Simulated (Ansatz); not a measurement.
**BH4NS2: single points with varied inputs**

Aim: run BH4NS2 under a spread of inputs, and see what each costs and gives.

Program: Ansatz 0.2.0, Gaussian basis. Level of theory: the settings change from run to run. These are calculated values, not measurements.

## 1. The geometry

The structure was relaxed beforehand with PBE0-D4 in a triple-zeta def2 set.

SMILES `NB(S)S`, 8 atoms, charge 0, spin multiplicity 1.

Atoms are counted from 1 here; the program's logs count them from 0.

Bond lengths: N1–B2 1.397 Å, N1–H5 1.004 Å, N1–H6 1.005 Å, B2–S3 1.824 Å, B2–S4 1.820 Å, S3–H7 1.341 Å, S4–H8 1.343 Å. Angles: B2–N1–H5 123.4°, B2–N1–H6 122.7°, H5–N1–H6 113.9°, N1–B2–S3 118.4°, N1–B2–S4 123.5°, S3–B2–S4 118.0°, B2–S3–H7 97.0°, B2–S4–H8 97.7°.

## 2. SPW92/aug-cc-pVTZ

Set apart from the defaults: charge +1, multiplicity 2.

in.yaml reads:

```yaml
crystal:
  periodic: [false, false, false]
  atoms:
    - {symbol: N, position_ang: [-0.559012, 1.097120, 0.019275]}
    - {symbol: B, position_ang: [0.226686, -0.057758, -0.008528]}
    - {symbol: S, position_ang: [2.041604, 0.126226, -0.025594]}
    - {symbol: S, position_ang: [-0.463160, -1.742288, -0.027394]}
    - {symbol: H, position_ang: [-1.562639, 1.082737, 0.033901]}
    - {symbol: H, position_ang: [-0.165286, 2.021909, 0.027377]}
    - {symbol: H, position_ang: [2.337293, -1.181101, -0.059899]}
    - {symbol: H, position_ang: [-1.763186, -1.403944, -0.014939]}
basis:
  gaussian: {orbitals: aug-cc-pVTZ}
total_charge: 1
magnetization: {spin_polarized: true, initial_magnetization: 1}
hamiltonian: {xc: {name: SPW92}}
```

Launch:

```sh
$ ansatz run in.yaml --threads 2 --pin off --events-out ev --progress --plain --max-ram 22528MiB --backend cuda --devices 0, --max-vram 18GiB
```

The program printed:

```text
Functional definition: SPW92
  name "SPW92"
  cite "Dirac, Proc. Camb. Phil. Soc. 26, 376 (1930) doi:10.1017/S0305004100016108"
  cite "Slater, Phys. Rev. 81, 385 (1951) doi:10.1103/PhysRev.81.385"
  cite "Perdew & Wang, Phys. Rev. B 45, 13244 (1992) doi:10.1103/PhysRevB.45.13244"
  exchange = slater_x
  correlation = pw_c
1370 factors; their error is unknown
mean field evaluation 1: about -23779.7183 eV, gradient 7.5e1 eV
mean field evaluation 2: about -23607.2548 eV, gradient 1.5e2 eV
mean field evaluation 4: about -23799.9063 eV, gradient 2.2e1 eV
mean field evaluation 8: about -23802.7446 eV, gradient 7.0e0 eV
mean field evaluation 16: about -23803.0253 eV, gradient 5.0e-1 eV
mean field evaluation 32: about -23801.7799 eV, gradient 1.2e1 eV
mean field -23802.98214384 eV, -874.7434595454 hartree, gradient 7.7e-6 eV, S^2 0.752780; 4 other end points of the search recorded, 0 dependent functions left out
reference -23802.98219238 eV, -874.7434613293 hartree; 24, 23 occupied and 260, 261 virtual orbitals, 1370 factors
Total energy: -23802.98219238 eV, -874.7434613293 hartree
```

Run time: 4.8 s. Hardware: 1 × H100 (card shared with other runs) with 2 threads of AMD EPYC 7R13, shared host; peak host memory 0.86 GiB.

⟨S²⟩ 0.753.

## 3. PBE/6-31G

This run has charge -1, multiplicity 2, restricted open-shell orbitals, density fitting with cc-pVTZ-jkfit, D3(BJ) dispersion.

Edit in.yaml of step 2 so:

```diff
@@ -12,5 +12,5 @@
 basis:
-  gaussian: {orbitals: aug-cc-pVTZ}
-total_charge: 1
-magnetization: {spin_polarized: true, initial_magnetization: 1}
-hamiltonian: {xc: {name: SPW92}}
+  gaussian: {orbitals: 6-31G, fitting: {mean_field: cc-pVTZ-jkfit}}
+total_charge: -1
+magnetization: {spin_polarized: false, initial_magnetization: 1}
+hamiltonian: {xc: {name: PBE}, dispersion: d3bj}
```

Launch:

```sh
$ ansatz run in.yaml --threads 2 --pin off --events-out ev --progress --plain --max-ram 22528MiB --backend cpu
```

The program printed:

```text
Functional definition: PBE
  name "PBE"
  cite "Perdew, Burke & Ernzerhof, Phys. Rev. Lett. 77, 3865 (1996) doi:10.1103/PhysRevLett.77.3865"
  parent pbe
  parameter kappa = 0.804
  parameter beta = 0.06672455060314922
  exchange = pbe_x(kappa = kappa, mu = beta*pi^2/3)
  correlation = pbe_c(beta = beta)
520 factors; integrals over basis functions are off by at most 2.1e-3 eV
mean field evaluation 1: about -23884.8280 eV, gradient 3.4e1 eV
mean field evaluation 2: about -23884.8308 eV, gradient 3.4e1 eV
mean field evaluation 4: about -23885.7364 eV, gradient 1.7e1 eV
mean field evaluation 8: about -23887.3228 eV, gradient 4.0e-1 eV
mean field evaluation 16: about -23887.3238 eV, gradient 1.9e-4 eV
mean field evaluation 32: about -23887.1226 eV, gradient 1.3e0 eV
mean field -23887.32375635 eV, -877.8429566362 hartree, gradient 2.0e-5 eV, S^2 0.750000; 6 other end points of the search recorded, 0 dependent functions left out
reference -23887.32378737 eV, -877.8429577762 hartree; 25, 24 occupied and 27, 28 virtual orbitals, 520 factors
Total energy: -23887.51799070 eV, -877.8500946169 hartree
```

Run time: 2 s. Hardware: 2 threads of AMD EPYC 7R13, shared host.

## 4. RPBE/def2-SVPD

This run has multiplicity 3.

Edit in.yaml of step 3 so:

```diff
@@ -12,5 +12,4 @@
 basis:
-  gaussian: {orbitals: 6-31G, fitting: {mean_field: cc-pVTZ-jkfit}}
-total_charge: -1
-magnetization: {spin_polarized: false, initial_magnetization: 1}
-hamiltonian: {xc: {name: PBE}, dispersion: d3bj}
+  gaussian: {orbitals: def2-SVPD}
+magnetization: {spin_polarized: true, initial_magnetization: 2}
+hamiltonian: {xc: {name: RPBE}}
```

Launched as before.

The program printed (excerpt; [...] marks lines left out):

```text
Functional definition: RPBE
  name "RPBE"
  cite "Hammer, Hansen & Nørskov, Phys. Rev. B 59, 7413 (1999) doi:10.1103/PhysRevB.59.7413"
  cite "Perdew, Burke & Ernzerhof, Phys. Rev. Lett. 77, 3865 (1996) doi:10.1103/PhysRevLett.77.3865"
[...]
1130 factors; their error is unknown
[...]
mean field -23890.32885680 eV, -877.9533920411 hartree, gradient 2.8e-6 eV, S^2 2.006138; 8 other end points of the search recorded, 0 dependent functions left out
reference -23890.32891178 eV, -877.9533940612 hartree; 25, 23 occupied and 101, 103 virtual orbitals, 1130 factors
Total energy: -23890.32891178 eV, -877.9533940612 hartree
```

It took 17 s on 2 threads of AMD EPYC 7R13, shared host.

⟨S²⟩ 2.006.

## 5. RPBE/x2c-TZVPPall

This run has charge -1, multiplicity 2, restricted open-shell orbitals, D3(BJ) with three-body dispersion, the search for lower states set to full.

Edit in.yaml of step 4 so:

```diff
@@ -12,4 +12,7 @@
 basis:
-  gaussian: {orbitals: def2-SVPD}
-magnetization: {spin_polarized: true, initial_magnetization: 2}
-hamiltonian: {xc: {name: RPBE}}
+  gaussian: {orbitals: x2c-TZVPPall}
+total_charge: -1
+magnetization: {spin_polarized: false, initial_magnetization: 1}
+hamiltonian: {xc: {name: RPBE}, dispersion: d3bjatm}
+scf: {lower_state_search: full}
+output: {forces: true}
```

The command is unchanged.

The program printed (excerpt; [...] marks lines left out):

```text
Functional definition: RPBE
  name "RPBE"
  cite "Hammer, Hansen & Nørskov, Phys. Rev. B 59, 7413 (1999) doi:10.1103/PhysRevB.59.7413"
  cite "Perdew, Burke & Ernzerhof, Phys. Rev. Lett. 77, 3865 (1996) doi:10.1103/PhysRevLett.77.3865"
[...]
1145 factors; their error is unknown
[...]
mean field -23964.02151702 eV, -880.6615473532 hartree, gradient 3.9e-5 eV, S^2 0.750000; 11 other end points of the search recorded, 0 dependent functions left out
[...]
reference -23964.02155939 eV, -880.6615489103 hartree; 25, 24 occupied and 177, 178 virtual orbitals, 1145 factors
Total energy: -23965.11743185 eV, -880.7018214803 hartree
Relativity: scalar
Atom 0 at    -0.559012     1.097120     0.019275 Å, force     0.459581     0.023088    -0.003773 eV/Å
Atom 1 at     0.226686    -0.057758    -0.008528 Å, force     0.295627     0.070438    -0.001032 eV/Å
Atom 2 at     2.041604     0.126226    -0.025594 Å, force    -0.251743     2.008093     0.045088 eV/Å
Atom 3 at    -0.463160    -1.742288    -0.027394 Å, force     1.784830    -1.242769    -0.033406 eV/Å
Atom 4 at    -1.562639     1.082737     0.033901 Å, force    -1.363842    -0.292931     0.009481 eV/Å
Atom 5 at    -0.165286     2.021909     0.027377 Å, force     0.452245     0.502341     0.002622 eV/Å
Atom 6 at     2.337293    -1.181101    -0.059899 Å, force     0.150823    -1.996556    -0.044823 eV/Å
Atom 7 at    -1.763186    -1.403944    -0.014939 Å, force    -1.527521     0.928296     0.025844 eV/Å
Dipole moment:     0.105523     0.069127    -0.000155 e Å
```

Wall time 19 s (2 threads of AMD EPYC 7R13, shared host); peak memory 0.6 GiB.

Largest force 2.175 eV/Å.

## 6. r2SCAN0/x2c-TZVPPall

This run has relativity set to scalar, high accuracy, the search for lower states set to off.

Edit in.yaml of step 5 so:

```diff
@@ -13,6 +13,5 @@
   gaussian: {orbitals: x2c-TZVPPall}
-total_charge: -1
-magnetization: {spin_polarized: false, initial_magnetization: 1}
-hamiltonian: {xc: {name: RPBE}, dispersion: d3bjatm}
-scf: {lower_state_search: full}
+hamiltonian: {xc: {name: r2SCAN0}, pseudopotentials: {relativity: scalar}}
+accuracy: high
+scf: {lower_state_search: off}
 output: {forces: true}
```

Same command.

The program printed (excerpt; [...] marks lines left out):

```text
Functional definition: r2SCAN0
  name "r2SCAN0"
  cite "Bursch, Neugebauer, Ehlert & Grimme, J. Chem. Phys. 156, 134105 (2022) doi:10.1063/5.0086040"
  cite "Furness, Kaplan, Ning, Perdew & Sun, J. Phys. Chem. Lett. 11, 8208 (2020) doi:10.1021/acs.jpclett.0c02405"
  cite "Furness, Kaplan, Ning, Perdew & Sun, J. Phys. Chem. Lett. 11, 9248 (2020) doi:10.1021/acs.jpclett.0c03077"
  parent r2scan
[...]
3492 factors; integrals over basis functions are off by at most 3.7e-8 eV
[...]
mean field -23963.67675352 eV, -880.6488775284 hartree, gradient 9.3e-9 eV, S^2 0.000000; 0 other end points of the search recorded, 0 dependent functions left out
[...]
reference -23963.67675412 eV, -880.6488775506 hartree; 24, 24 occupied and 178, 178 virtual orbitals, 3492 factors
Total energy: -23963.67675412 eV, -880.6488775506 hartree
Relativity: scalar
Atom 0 at    -0.559012     1.097120     0.019275 Å, force    -0.060897     0.091443     0.002359 eV/Å
Atom 1 at     0.226686    -0.057758    -0.008528 Å, force    -0.055730     0.072113     0.001552 eV/Å
Atom 2 at     2.041604     0.126226    -0.025594 Å, force    -0.013652    -0.161387    -0.004302 eV/Å
Atom 3 at    -0.463160    -1.742288    -0.027394 Å, force    -0.145776     0.089124     0.001555 eV/Å
Atom 4 at    -1.562639     1.082737     0.033901 Å, force     0.248103     0.001760    -0.004012 eV/Å
Atom 5 at    -0.165286     2.021909     0.027377 Å, force    -0.096574    -0.227181    -0.001425 eV/Å
Atom 6 at     2.337293    -1.181101    -0.059899 Å, force    -0.041055     0.167124     0.005096 eV/Å
Atom 7 at    -1.763186    -1.403944    -0.014939 Å, force     0.165581    -0.032995    -0.000823 eV/Å
Dipole moment:    -0.395493     0.277618     0.007075 e Å
Checks for a lower state left out: stability, starts, cluster_reference, orbital_swaps, neighbouring_geometries, increment
```

Wall time 16 s (2 threads of AMD EPYC 7R13, shared host); peak memory 1 GiB.

Largest force 0.248 eV/Å, dipole 2.32 D.

## 7. B97M-V/STO-3G

Set apart from the defaults: relativity set to none.

Edit in.yaml of step 6 so:

```diff
@@ -12,6 +12,4 @@
 basis:
-  gaussian: {orbitals: x2c-TZVPPall}
-hamiltonian: {xc: {name: r2SCAN0}, pseudopotentials: {relativity: scalar}}
-accuracy: high
-scf: {lower_state_search: off}
+  gaussian: {orbitals: STO-3G}
+hamiltonian: {xc: {name: B97M-V}, pseudopotentials: {relativity: none}}
 output: {forces: true}
```

Same command.

The program printed (excerpt; [...] marks lines left out):

```text
Functional definition: B97M-V
  name "B97M-V"
  cite "Mardirossian & Head-Gordon, J. Chem. Phys. 142, 074111 (2015) doi:10.1063/1.4907719"
  cite "Becke, J. Chem. Phys. 107, 8554 (1997) doi:10.1063/1.475007"
  cite "Vydrov & Van Voorhis, J. Chem. Phys. 133, 244103 (2010) doi:10.1063/1.3521275"
  # Of w^i u^j: cxij and so on, Table III.
[...]
  gx(w, u) = cx00 + cx01*u + cx02*u^2 + (cx10 + cx11*u)*w
  gss(w, u) = css00 + css02*u^2 + css10*w + (css32*w^3 + css42*w^4)*u^2
  gos(w, u) = cos00 + cos01*u + cos03*u^3 + cos10*w + cos32*w^3*u^2
[...]
      + integral(e_c_pw_mod_opposite_spin*gos(b97_w_opposite, b97_u_opposite)) + vv10(b, c)
385 factors; integrals over basis functions are off by at most 9.3e-5 eV
[...]
mean field -23634.80870721 eV, -868.5631997412 hartree, gradient 1.1e-5 eV, S^2 0.000000; 0 other end points of the search recorded, 0 dependent functions left out
[...]
reference -23634.80873766 eV, -868.5632008603 hartree; 24, 24 occupied and 8, 8 virtual orbitals, 385 factors
Total energy: -23634.80873766 eV, -868.5632008603 hartree
Atom 0 at    -0.559012     1.097120     0.019275 Å, force     0.811547    -1.263626    -0.031393 eV/Å
Atom 1 at     0.226686    -0.057758    -0.008528 Å, force     0.854516    -1.173517    -0.028645 eV/Å
Atom 2 at     2.041604     0.126226    -0.025594 Å, force    -0.845228     0.698249     0.021729 eV/Å
Atom 3 at    -0.463160    -1.742288    -0.027394 Å, force     0.743501     0.536681     0.000050 eV/Å
Atom 4 at    -1.562639     1.082737     0.033901 Å, force    -1.452748     0.135646     0.021430 eV/Å
Atom 5 at    -0.165286     2.021909     0.027377 Å, force     0.406659     1.328587     0.016082 eV/Å
Atom 6 at     2.337293    -1.181101    -0.059899 Å, force    -0.039509    -0.546465    -0.009001 eV/Å
Atom 7 at    -1.763186    -1.403944    -0.014939 Å, force    -0.478739     0.284444     0.009748 eV/Å
Dipole moment:    -0.348330     0.228624     0.006112 e Å
```

Wall time 1.8 s (2 threads of AMD EPYC 7R13, shared host).

Largest force 1.502 eV/Å, dipole 2.00 D.

## 8. HF/cc-pVTZ-DK

Edit in.yaml of step 7 so:

```diff
@@ -12,4 +12,3 @@
 basis:
-  gaussian: {orbitals: STO-3G}
-hamiltonian: {xc: {name: B97M-V}, pseudopotentials: {relativity: none}}
-output: {forces: true}
+  gaussian: {orbitals: cc-pVTZ-DK}
+hamiltonian: {xc: {name: HF}}
```

Same command.

The program printed:

```text
Functional definition: HF
  name "HF"
  cite "Fock, Z. Phys. 61, 126 (1930) doi:10.1007/BF01340294"
  parent pbe
  exchange = exact_x
  correlation = 0
1470 factors; their error is unknown
mean field evaluation 1: about -23912.8483 eV, gradient 3.3e1 eV
mean field evaluation 2: about -23915.1161 eV, gradient 1.7e1 eV
mean field evaluation 4: about -23915.7250 eV, gradient 7.9e-1 eV
mean field evaluation 8: about -23915.9330 eV, gradient 4.1e-1 eV
mean field -23915.93317991 eV, -878.8943335600 hartree, gradient 2.3e-5 eV, S^2 0.000000; 0 other end points of the search recorded, 0 dependent functions left out
reference -23915.93317991 eV, -878.8943335600 hartree; 24, 24 occupied and 160, 160 virtual orbitals, 1470 factors
Total energy: -23915.93317991 eV, -878.8943335600 hartree
Relativity: scalar
```

Wall time 1.2 s (2 threads of AMD EPYC 7R13, shared host).

## 9. revPBE/aug-pcseg-2

Set apart from the defaults: multiplicity 3, D4 dispersion.

Edit in.yaml of step 8 so:

```diff
@@ -12,3 +12,5 @@
 basis:
-  gaussian: {orbitals: cc-pVTZ-DK}
-hamiltonian: {xc: {name: HF}}
+  gaussian: {orbitals: aug-pcseg-2}
+magnetization: {spin_polarized: true, initial_magnetization: 2}
+hamiltonian: {xc: {name: revPBE}, dispersion: d4}
+output: {forces: true}
```

Launch:

```sh
$ ansatz run in.yaml --threads 2 --pin off --events-out ev --progress --plain --max-ram 22528MiB --backend cuda --devices 0, --max-vram 18GiB
```

The program printed (excerpt; [...] marks lines left out):

```text
Functional definition: revPBE
  name "revPBE"
  cite "Zhang & Yang, Phys. Rev. Lett. 80, 890 (1998) doi:10.1103/PhysRevLett.80.890"
  cite "Perdew, Burke & Ernzerhof, Phys. Rev. Lett. 77, 3865 (1996) doi:10.1103/PhysRevLett.77.3865"
[...]
1280 factors; their error is unknown
[...]
mean field -23897.71343504 eV, -878.2247702856 hartree, gradient 3.2e-6 eV, S^2 2.006872; 8 other end points of the search recorded, 0 dependent functions left out
[...]
reference -23897.71352003 eV, -878.2247734092 hartree; 25, 23 occupied and 259, 261 virtual orbitals, 1280 factors
Total energy: -23898.28903127 eV, -878.2459230572 hartree
Atom 0 at    -0.559012     1.097120     0.019275 Å, force     0.575495    -0.293911    -0.008250 eV/Å
Atom 1 at     0.226686    -0.057758    -0.008528 Å, force    -0.380886     1.022176     0.023240 eV/Å
Atom 2 at     2.041604     0.126226    -0.025594 Å, force    -0.231411     2.548632     0.055883 eV/Å
Atom 3 at    -0.463160    -1.742288    -0.027394 Å, force     2.425519    -1.857364    -0.044789 eV/Å
Atom 4 at    -1.562639     1.082737     0.033901 Å, force    -0.864658    -0.207425     0.002232 eV/Å
Atom 5 at    -0.165286     2.021909     0.027377 Å, force     0.253008     0.372713     0.004510 eV/Å
Atom 6 at     2.337293    -1.181101    -0.059899 Å, force     0.143224    -2.686521    -0.060193 eV/Å
Atom 7 at    -1.763186    -1.403944    -0.014939 Å, force    -1.920291     1.101700     0.027368 eV/Å
Dipole moment:    -0.062210     0.276467     0.008109 e Å
```

It took 7 s on 1 × H100 (card shared with other runs) with 2 threads of AMD EPYC 7R13, shared host; peak host memory 0.95 GiB.

Largest force 3.055 eV/Å, dipole 1.36 D, ⟨S²⟩ 2.007.

## 10. r2SCAN0/cc-pVTZ

Options: coordinates scaled by 1.05, density fitting with cc-pVTZ-jkfit, D3(BJ) dispersion.

in.yaml reads:

```yaml
crystal:
  periodic: [false, false, false]
  atoms:
    - {symbol: N, position_ang: [-0.586963, 1.151976, 0.020239]}
    - {symbol: B, position_ang: [0.238020, -0.060646, -0.008954]}
    - {symbol: S, position_ang: [2.143684, 0.132537, -0.026873]}
    - {symbol: S, position_ang: [-0.486318, -1.829403, -0.028764]}
    - {symbol: H, position_ang: [-1.640771, 1.136874, 0.035596]}
    - {symbol: H, position_ang: [-0.173550, 2.123004, 0.028745]}
    - {symbol: H, position_ang: [2.454158, -1.240156, -0.062894]}
    - {symbol: H, position_ang: [-1.851345, -1.474141, -0.015686]}
basis:
  gaussian: {orbitals: cc-pVTZ, fitting: {mean_field: cc-pVTZ-jkfit}}
hamiltonian: {xc: {name: r2SCAN0}, dispersion: d3bj}
```

Launch:

```sh
$ ansatz run in.yaml --threads 2 --pin off --events-out ev --progress --plain --max-ram 22528MiB --backend cpu
```

The program printed (excerpt; [...] marks lines left out):

```text
Warning: the engine holds no damping parameters fitted to this dispersion correction and functional, so the run takes those fitted to r2scan0 beside the three-body term, which d3bj leaves out (hamiltonian.dispersion, under Limitations)
Functional definition: r2SCAN0
  name "r2SCAN0"
  cite "Bursch, Neugebauer, Ehlert & Grimme, J. Chem. Phys. 156, 134105 (2022) doi:10.1063/5.0086040"
  cite "Furness, Kaplan, Ning, Perdew & Sun, J. Phys. Chem. Lett. 11, 8208 (2020) doi:10.1021/acs.jpclett.0c02405"
  cite "Furness, Kaplan, Ning, Perdew & Sun, J. Phys. Chem. Lett. 11, 9248 (2020) doi:10.1021/acs.jpclett.0c03077"
  parent r2scan
[...]
520 factors; integrals over basis functions are off by at most 7.3e-1 eV
[...]
mean field -23903.20558057 eV, -878.4266029111 hartree, gradient 4.6e-5 eV, S^2 0.000000; 0 other end points of the search recorded, 0 dependent functions left out
reference -23903.20558896 eV, -878.4266032195 hartree; 24, 24 occupied and 160, 160 virtual orbitals, 520 factors
Total energy: -23903.26719848 eV, -878.4288673277 hartree
```

Run time: 3.1 s. Hardware: 2 threads of AMD EPYC 7R13, shared host.

## 11. The runs in one table

```
               level  charge  multiplicity  geometry  functions  energy (eV)   time
   SPW92/aug-cc-pVTZ       1             2   relaxed        284   -23802.982  4.8 s
           PBE/6-31G      -1             2   relaxed         52   -23887.518    2 s
      RPBE/def2-SVPD       0             3   relaxed        126   -23890.329   17 s
   RPBE/x2c-TZVPPall      -1             2   relaxed        202   -23965.117   19 s
r2SCAN0/x2c-TZVPPall       0             1   relaxed        202   -23963.677   16 s
       B97M-V/STO-3G       0             1   relaxed         32   -23634.809  1.8 s
       HF/cc-pVTZ-DK       0             1   relaxed        184   -23915.933  1.2 s
  revPBE/aug-pcseg-2       0             3   relaxed        284   -23898.289    7 s
     r2SCAN0/cc-pVTZ       0             1    scaled        184   -23903.267  3.1 s
```

## 12. Summary of results

```
                                         quantity                    value
                                             runs                        9
                                         quickest     HF/cc-pVTZ-DK, 1.2 s
                                          slowest  RPBE/x2c-TZVPPall, 19 s
spread of total energies, same state and geometry                 328.9 eV
                  dipole, same state and geometry           2.00 to 2.32 D
```

In words: Run time spans a factor of 16, from HF/cc-pVTZ-DK to RPBE/x2c-TZVPPall. The jobs differ in tasks and options as well as level. Total energies at one charge and spin differ by 329 eV between levels, so only differences within one level mean anything. Some of these runs are scalar-relativistic and others not, which shifts the totals of all-electron atoms past neon by eV; core potentials, where a basis has them, take the core out of the total altogether. At the PBE0-D4/def2-TZVP geometry and in the same state, runs without warnings or point charges leave forces up to 1.50 eV/Å (B97M-V/STO-3G).
